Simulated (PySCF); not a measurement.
**C3H7NSi: electronic excitations at several levels of theory**

How much do the electronic excitations of C3H7NSi (`CC#C[SiH2]N`) depend on the level of theory, and what does each level cost?

Computed with PySCF 2.14.0, with density-fitted response routines of our own, on a single molecule in the gas phase. Atoms are numbered from 0 throughout.

### 1 Starting geometry

12 atoms, charge 0, multiplicity 1; geometry from: GFN2-xTB.

Bonds of the start (Å): C0–C1 1.45, C1–C2 1.21, C2–Si3 1.85, Si3–N4 1.73, C0–H5 1.09, C0–H6 1.09, C0–H7 1.09, Si3–H8 1.46, Si3–H9 1.46, N4–H10 1.01, N4–H11 1.01.

### 2 Relaxing the molecule at PBE0-D3(BJ)/def2-SVP

The job: settings as JSON, then the geometry in Å.

```
{"job": {"xc": "PBE0", "basis": "def2-SVP", "d3": "d3bj", "grid": 1, "kind": "geom"}, "charge": 0, "multiplicity": 1}
C      2.721127    -0.487600     0.192900
C      1.347031    -0.043367     0.095910
C      0.205530     0.334860     0.013594
Si    -1.563755     0.882117    -0.075921
N     -2.716630    -0.329458     0.355123
H      3.280889    -0.166557    -0.685712
H      2.759844    -1.575228     0.258560
H      3.187530    -0.064166     1.082721
H     -1.873905     1.241134    -1.461307
H     -1.756966     1.962953     0.893139
H     -2.824204    -1.129780    -0.247123
H     -2.765293    -0.625594     1.316809
```

Standard output:

```text
step   0  E = -462.20094532  max force = 0.034451
step   1  E = -462.20285700  max force = 0.003787
step   2  E = -462.20293560  max force = 0.001581
step   3  E = -462.20294825  max force = 0.000272
optimisation converged
```

Wall time 15 s (1 thread, shared host).

Step by step:

```
step  energy from step 0 (eV)  largest force component (eV/Å)
   0                   0.0000                          1.7715
   1                  -0.0520                          0.1947
   2                  -0.0542                          0.0813
   3                  -0.0545                          0.0140
```

Close pairs (by a distance rule), those that changed most:

```
  bond  before (Å)  after (Å)  change (Å)
Si3–H8       1.464      1.491      +0.027
Si3–H9       1.464      1.492      +0.027
C2–Si3       1.854      1.839      -0.015
 C1–C2       1.205      1.220      +0.015
 C0–H5       1.090      1.101      +0.011
 C0–H7       1.090      1.101      +0.011
 C0–H6       1.090      1.101      +0.011
N4–H10       1.007      1.015      +0.007
```

The end geometry stands in the next job.

```
                         at the end point                 value
  point group (found at 0.08 Å tolerance)                    C1
rotational constants (GHz, main isotopes)  13.952, 1.500, 1.400
                        dipole moment (D)                  2.30
```

### 3 Excited states and response: PBE0/aug-cc-pVDZ

The job: settings as JSON, then the geometry in Å.

```
{"job": {"kind": "uv", "xc": "PBE0", "basis": "aug-cc-pVDZ"}, "charge": 0, "multiplicity": 1}
C      2.744077    -0.554912     0.158183
C      1.361901    -0.119864     0.073755
C      0.202824     0.254877     0.000677
Si    -1.558583     0.777046    -0.079660
N     -2.714195    -0.434647     0.358609
H      3.314001    -0.234628    -0.728006
H      2.810887    -1.652286     0.223051
H      3.237997    -0.133976     1.047941
H     -1.848626     1.192393    -1.482467
H     -1.735580     1.926090     0.854724
H     -2.822487    -1.237860    -0.251961
H     -2.752166    -0.731192     1.328285
```

With the program's defaults for keys left out, this is: TDDFT PBE0/aug-cc-pVDZ, vertical, gas phase, core orbitals frozen in the response.

Standard output:

```text
coarse grid: 10288 points
cycle   1  E = -462.3591883733  dE =  3.764e-01  |g| = 4.882e-01  |ddm| = 1.098e+01
cycle   2  E = -462.3231867134  dE =  3.600e-02  |g| = 6.226e-01  |ddm| = 3.310e+00
cycle   3  E = -462.4143160824  dE = -9.113e-02  |g| = 1.326e-01  |ddm| = 1.615e+00
cycle   4  E = -462.4184685014  dE = -4.152e-03  |g| = 4.974e-02  |ddm| = 3.268e-01
cycle   5  E = -462.4190397034  dE = -5.712e-04  |g| = 1.594e-02  |ddm| = 1.042e-01
cycle   6  E = -462.4191029540  dE = -6.325e-05  |g| = 2.440e-03  |ddm| = 5.542e-02
cycle   7  E = -462.4191047648  dE = -1.811e-06  |g| = 5.248e-04  |ddm| = 1.382e-02
final grid: 94152 points
cycle   8  E = -462.4305537817  dE = -1.528e-05  |g| = 6.727e-03  |ddm| = 1.893e-01
cycle   9  E = -462.4305481706  dE =  5.611e-06  |g| = 8.497e-03  |ddm| = 3.891e-02
cycle  10  E = -462.4305649048  dE = -1.673e-05  |g| = 1.347e-03  |ddm| = 1.732e-02
cycle  11  E = -462.4305653538  dE = -4.490e-07  |g| = 3.449e-04  |ddm| = 4.160e-03
cycle  12  E = -462.4305653808  dE = -2.705e-08  |g| = 1.203e-04  |ddm| = 7.810e-04
cycle  13  E = -462.4305653845  dE = -3.675e-09  |g| = 1.431e-05  |ddm| = 2.774e-04
cycle  14  E = -462.4305653846  dE = -6.196e-11  |g| = 5.097e-06  |ddm| = 7.326e-05
converged SCF energy = -462.4305653846

Static polarisability (au): isotropic 75.047, principal 58.023 61.192 105.927

Singlet excitations
state   eV       nm        f      main configurations
  1   5.6842    218.1   0.00008   H-1->L 0.65, H-1->L+5 0.09
  2   5.7835    214.4   0.06470   H->L 0.82, H-1->L+2 0.10
  3   6.0546    204.8   0.00020   H->L+2 0.69, H-2->L+2 0.15
  4   6.1500    201.6   0.01436   H-2->L 0.45, H-1->L+2 0.27
  5   6.3765    194.4   0.00448   H->L+1 0.72, H-2->L 0.16
  6   6.3931    193.9   0.00182   H-1->L+1 0.79, H-1->L 0.14
  7   6.8540    180.9   0.02054   H->L+3 0.35, H->L+5 0.22, H-2->L 0.16
  8   6.9233    179.1   0.00015   H-2->L+2 0.53, H->L+2 0.16, H-1->L+3 0.11
  9   6.9836    177.5   0.03496   H-2->L+1 0.46, H-2->L 0.15, H->L+1 0.10
 10   6.9860    177.5   0.00165   H-1->L+3 0.35, H-2->L+2 0.20, H-1->L+5 0.17

Triplet excitations (Tamm-Dancoff, eV): 4.7582 5.1803 5.1962 5.6603
```

Wall time 20 s (1 thread, shared host).

The orbitals next to the gap, with their largest atomic shares:

```
orbital     eV                         atoms
 HOMO−3  -9.63    Si3 40 %, H9 21 %, H8 21 %
 HOMO−2  -7.90     N4 31 %, C2 25 %, C1 19 %
 HOMO−1  -7.49      C2 38 %, C1 37 %, C0 8 %
   HOMO  -7.33     N4 42 %, C2 21 %, C1 21 %
   LUMO  -0.35  Si3 20 %, H10 17 %, H11 17 %
 LUMO+1  -0.04     H5 26 %, H7 24 %, H6 19 %
 LUMO+2   0.37    C2 23 %, C1 21 %, Si3 18 %
```

With each of the 10 states as a Gaussian band of 0.4 eV half-width at 1/e, the curve within the window shown has maxima at 212 nm (ε 2,900), 179 nm (ε 2,300) L/(mol cm). Beyond the last state computed it falls off for lack of states. The curve at chosen wavelengths:

(nm, ε (L/mol/cm)): (170, 1101), (173, 1696), (176, 2156), (179, 2317), (182, 2168), (185, 1841), (188, 1515), (190, 1366), (193, 1294), (196, 1408), (199, 1673), (202, 2033), (205, 2415), (208, 2734), (211, 2916), (214, 2914), (217, 2726), (220, 2389), (223, 1966), (225, 1670), (228, 1248), (231, 884), (234, 596), (237, 384), (240, 237), (243, 141)

Further results of this job:

```
           property  computed
  dipole moment (D)      2.20
polarisability (Å³)     11.12
 HOMO–LUMO gap (eV)      6.98
      −ε(HOMO) (eV)      7.33
```

### 4 Excited states and response: PBE0/def2-TZVPD

Settings changed since step 3:

```diff
@@ -1,2 +1,2 @@
-{"job": {"kind": "uv", "xc": "PBE0", "basis": "aug-cc-pVDZ"}, "charge": 0, "multiplicity": 1}
+{"job": {"kind": "uv", "xc": "PBE0", "basis": "def2-TZVPD"}, "charge": 0, "multiplicity": 1}
 C      2.744077    -0.554912     0.158183
```

With the program's defaults for keys left out, this is: TDDFT PBE0/def2-TZVPD, vertical, gas phase, core orbitals frozen in the response.

Standard output:

```text
coarse grid: 10288 points
cycle   1  E = -462.4414637515  dE =  3.305e-01  |g| = 5.301e-01  |ddm| = 6.858e+00
cycle   2  E = -462.4024999378  dE =  3.896e-02  |g| = 6.667e-01  |ddm| = 1.226e+00
cycle   3  E = -462.5013445506  dE = -9.884e-02  |g| = 1.438e-01  |ddm| = 6.425e-01
cycle   4  E = -462.5056685219  dE = -4.324e-03  |g| = 6.297e-02  |ddm| = 1.459e-01
cycle   5  E = -462.5065741627  dE = -9.056e-04  |g| = 1.958e-02  |ddm| = 4.986e-02
cycle   6  E = -462.5066615569  dE = -8.739e-05  |g| = 2.962e-03  |ddm| = 1.634e-02
cycle   7  E = -462.5066638452  dE = -2.288e-06  |g| = 6.451e-04  |ddm| = 5.108e-03
final grid: 94152 points
cycle   8  E = -462.4953358779  dE = -3.480e-05  |g| = 6.877e-03  |ddm| = 1.351e-01
cycle   9  E = -462.4953298823  dE =  5.996e-06  |g| = 8.686e-03  |ddm| = 1.387e-02
cycle  10  E = -462.4953458642  dE = -1.598e-05  |g| = 1.413e-03  |ddm| = 7.461e-03
cycle  11  E = -462.4953463048  dE = -4.406e-07  |g| = 4.643e-04  |ddm| = 1.192e-03
cycle  12  E = -462.4953463485  dE = -4.369e-08  |g| = 2.001e-04  |ddm| = 4.490e-04
cycle  13  E = -462.4953463585  dE = -9.993e-09  |g| = 1.568e-05  |ddm| = 1.761e-04
cycle  14  E = -462.4953463585  dE = -6.651e-11  |g| = 6.040e-06  |ddm| = 3.037e-05
converged SCF energy = -462.4953463585

Static polarisability (au): isotropic 74.781, principal 57.932 61.018 105.392

Singlet excitations
state   eV       nm        f      main configurations
  1   5.6718    218.6   0.00008   H-1->L 0.78
  2   5.8473    212.0   0.04886   H->L 0.76, H-1->L+2 0.20
  3   6.0236    205.8   0.00020   H->L+2 0.74, H-2->L+2 0.16
  4   6.2131    199.6   0.03748   H-2->L 0.60, H-1->L+2 0.20
  5   6.6382    186.8   0.00696   H->L+1 0.80, H-2->L 0.09
  6   6.6620    186.1   0.00280   H-1->L+1 0.92
  7   6.9261    179.0   0.00002   H-2->L+2 0.79, H->L+2 0.19
  8   7.1079    174.4   0.03720   H->L+3 0.55, H-2->L+1 0.17, H-2->L 0.10
  9   7.2558    170.9   0.10162   H-2->L+1 0.42, H-2->L 0.13, H-2->L+3 0.12
 10   7.2768    170.4   0.00010   H-1->L+3 0.75, H-1->L+4 0.10

Triplet excitations (Tamm-Dancoff, eV): 4.7301 5.1391 5.1593 5.7671
```

It took 32 s on 1 thread, shared host.

In short: HOMO -7.37 eV, LUMO -0.22 eV; lowest singlet 5.67 eV.

### 5 TDDFT and polarisability: PBE0/6-31+G*

Settings changed since step 4:

```diff
@@ -1,2 +1,2 @@
-{"job": {"kind": "uv", "xc": "PBE0", "basis": "def2-TZVPD"}, "charge": 0, "multiplicity": 1}
+{"job": {"kind": "uv", "xc": "PBE0", "basis": "6-31+G*"}, "charge": 0, "multiplicity": 1}
 C      2.744077    -0.554912     0.158183
```

Level: TDDFT PBE0/6-31+G*, vertical, gas phase, core orbitals frozen in the response.

Standard output:

```text
coarse grid: 10288 points
cycle   1  E = -462.3870552337  dE =  3.583e-01  |g| = 4.921e-01  |ddm| = 2.612e+01
cycle   2  E = -462.3544738707  dE =  3.258e-02  |g| = 6.120e-01  |ddm| = 1.836e+00
cycle   3  E = -462.4433698327  dE = -8.890e-02  |g| = 1.351e-01  |ddm| = 1.106e+00
cycle   4  E = -462.4476527931  dE = -4.283e-03  |g| = 5.012e-02  |ddm| = 2.376e-01
cycle   5  E = -462.4482370552  dE = -5.843e-04  |g| = 1.589e-02  |ddm| = 8.157e-02
cycle   6  E = -462.4482999224  dE = -6.287e-05  |g| = 2.395e-03  |ddm| = 2.258e-02
cycle   7  E = -462.4483016038  dE = -1.681e-06  |g| = 4.568e-04  |ddm| = 9.399e-03
final grid: 94152 points
cycle   8  E = -462.3965507305  dE = -1.461e-05  |g| = 6.821e-03  |ddm| = 9.492e-02
cycle   9  E = -462.3965443998  dE =  6.331e-06  |g| = 8.761e-03  |ddm| = 2.150e-02
cycle  10  E = -462.3965621686  dE = -1.777e-05  |g| = 1.449e-03  |ddm| = 1.159e-02
cycle  11  E = -462.3965626906  dE = -5.220e-07  |g| = 3.507e-04  |ddm| = 2.340e-03
cycle  12  E = -462.3965627194  dE = -2.882e-08  |g| = 1.197e-04  |ddm| = 6.220e-04
cycle  13  E = -462.3965627230  dE = -3.614e-09  |g| = 1.076e-05  |ddm| = 2.003e-04
cycle  14  E = -462.3965627230  dE = -3.149e-11  |g| = 4.091e-06  |ddm| = 2.994e-05
converged SCF energy = -462.3965627230

Static polarisability (au): isotropic 66.935, principal 50.044 52.660 98.102

Singlet excitations
state   eV       nm        f      main configurations
  1   5.6831    218.2   0.00009   H-1->L 0.76
  2   5.8026    213.7   0.07473   H->L 0.85, H-1->L+2 0.10
  3   6.1098    202.9   0.00026   H->L+2 0.72, H-2->L+2 0.18
  4   6.1889    200.3   0.01318   H-2->L 0.57, H-1->L+2 0.26
  5   6.5710    188.7   0.01083   H->L+1 0.76, H-2->L 0.14
  6   6.6122    187.5   0.00530   H-1->L+1 0.87, H-1->L 0.09
  7   7.0353    176.2   0.00094   H-2->L+2 0.73, H->L+2 0.21
  8   7.0861    175.0   0.03176   H->L+4 0.30, H->L+3 0.28, H-2->L+1 0.18
  9   7.1386    173.7   0.06600   H-2->L+1 0.47, H-2->L 0.12, H->L+1 0.11
 10   7.2305    171.5   0.00013   H-1->L+4 0.43, H-1->L+3 0.37

Triplet excitations (Tamm-Dancoff, eV): 4.7473 5.1848 5.2093 5.6786
```

Run time: 8.7 s. Hardware: 1 thread, shared host.

This run: HOMO -7.29 eV, LUMO -0.27 eV; lowest singlet 5.68 eV.

### 6 Side by side: electronic excitations

Excitations and ground-state properties, with basis size and wall time:

```
             run  lowest singlet (eV)  brightest (eV)      f  gap (eV)  α (Å³)  μ (D)  functions   time
PBE0/aug-cc-pVDZ                 5.68            5.78  0.065      6.98   11.12   2.20        182   20 s
 PBE0/def2-TZVPD                 5.67            7.26  0.102      7.15   11.08   2.26        254   32 s
    PBE0/6-31+G*                 5.68            5.80  0.075      7.03    9.92   2.36        108  8.7 s
```

### 7 What came out

| quantity | value |
| --- | --- |
| point group | C1 |
| rotational constants (main isotopes) | 13.95, 1.50, 1.40 GHz |
| lowest singlet (PBE0/aug-cc-pVDZ) | 5.68 eV (218 nm), f = 0.000 |
| brightest single state of those computed | state 2, 5.78 eV, f = 0.065 |
| lowest triplet | 4.76 eV |
| range of the lowest singlet | 5.67 to 5.68 eV |

**Reading.** Single values in the summary come from the first run of each kind that ended normally (PBE0/aug-cc-pVDZ), which need not be the best level. The optimisation took 3 steps and gained 0.055 eV; among the close pairs (by a distance rule), Si3–H8 changed most, from 1.464 to 1.491 Å. No frequency check was run at this level, so the end point may be a saddle. The lowest singlet, at 5.68 eV, is HOMO−1→LUMO 0.65, HOMO−1→LUMO+5 0.09 and is dark; of the 10 states computed, the strongest absorption comes from state 2 at 5.78 eV. The lowest triplet lies 0.93 eV below the lowest singlet (triplets in Tamm-Dancoff, singlets in full TDDFT). The lowest singlet runs from 5.67 eV (PBE0/def2-TZVPD) to 5.68 eV (PBE0/aug-cc-pVDZ), while the orbital gap spans 6.98 to 7.15 eV. The lowest state need not be the same one in every run.
